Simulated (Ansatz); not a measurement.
This script makes a ladder of basis sets of BrLi with the Python package of Ansatz (0.2.0).

`run_basis.py`:
```python
"""Basis-set convergence for BrLi."""

import ansatz as az

mol = (
    az.Crystal.molecule()
    .atom("Li", [0.0, 0.0, 0.0])
    .atom("Br", [0.0, 0.0, 2.4])
)

base = mol.calculation().functional("hf")

energies = {}
for basis in ["cc-pVDZ", "cc-pVTZ", "cc-pVQZ"]:
    summary = base.basis(gaussian=basis).run(threads=1, backend="cpu").report
    size = summary["n_frozen"] + summary["n_occupied"][0] + summary["n_virtual"][0]
    energies[basis] = (summary["reference_energy_ev"] / 27.211386246, summary["free_energy_ev"] / 27.211386246)
    print(f"{basis:14s} {size:4d} orbitals  reference {energies[basis][0]:14.6f} Ha  total {energies[basis][1]:14.6f} Ha")

last = energies["cc-pVQZ"][1]
for basis, (_, total) in energies.items():
    print(f"{basis:14s} lies {27.211386 * (total - last):9.4f} eV above cc-pVQZ")
```

How far does the total energy move along this ladder of basis sets?

Against cc-pVDZ: cc-pVTZ -77.6 mHa and cc-pVQZ -80.7 mHa. The last step alone is -3.05 mHa.

What the script printed:

`python run_basis.py` gives:
```text
cc-pVDZ          41 orbitals  reference   -2579.917045 Ha  total   -2579.917045 Ha
cc-pVTZ          73 orbitals  reference   -2579.994680 Ha  total   -2579.994680 Ha
cc-pVQZ         123 orbitals  reference   -2579.997731 Ha  total   -2579.997731 Ha
cc-pVDZ        lies    2.1956 eV above cc-pVQZ
cc-pVTZ        lies    0.0830 eV above cc-pVQZ
cc-pVQZ        lies    0.0000 eV above cc-pVQZ
```

Caveats:
- The settings weren't tested for convergence.
- The geometry is a force-field or estimated start, not a minimum of this method, and the last set is no limit. Much of the fall in a total is atomic energy, which cancels in bond and reaction energies.
- Run time: 2.8 s on 1 thread of Intel(R) Xeon(R) Platinum 8375C CPU @ 2.90GHz (Ice Lake) (shared host), peak memory 0.25 GiB.

(Lines on the test bed's own set-up are left out of the output.)
